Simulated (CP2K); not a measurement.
The system is HPbNO4.

```xyz
7
Lattice="4.2041 0.0000 0.0000 2.0217 3.8395 0.0000 2.0469 1.2790 6.2813" Properties=species:S:1:pos:R:3 pbc="T T T"
H     6.4119    3.4218    3.9444
Pb    4.2925    4.6959    5.5497
N     2.2802    1.4940    1.8951
O     6.4140    3.5006    4.9249
O     2.3104    1.0037    0.7095
O     2.3185    0.7238    2.8804
O     2.2113    2.7408    2.0273
```

The cell was built by a generator and needn't be a form met in nature.

Base run:

| Item | Value |
| --- | --- |
| Program | CP2K 2026.2 |
| Functional | RPBE |
| Potentials or basis | POTENTIAL_UZH H GTH-PBE-q1, Pb GTH-PBE-q4, N GTH-PBE-q5, O GTH-PBE-q6; TZVP-MOLOPT-PBE-GTH basis |
| Density cutoff | 13606 eV |
| k mesh | 7 × 7 × 5 |
| Occupations | fermi-dirac, width 0.05 eV |
| Spin | no spin polarisation |

Its results: band gap on the k mesh 2.79 eV, indirect (least direct gap 2.81 eV); pressure 3.1 GPa; largest force 0.566 eV/Å.

Question: The run is repeated on the same cell with these changes: functional from RPBE to PBEsol. What comes out?

Answer: Band gap on the k mesh 2.70 eV, indirect (least direct gap 2.73 eV); pressure -0.1 GPa; largest force 0.513 eV/Å.

PBEsol binds more tightly than RPBE, so the same cell stands under less pressure.

Caveats: the potentials were made for another functional, which shifts forces and pressure; spin-orbit coupling is left out, which as a rule narrows the gap of such compounds by several tenths of an eV; the basis of atomic orbitals isn't converged, which shifts pressures, moduli and gaps.

A k mesh can miss the band edges.

Not every run made on this cell is shown here.
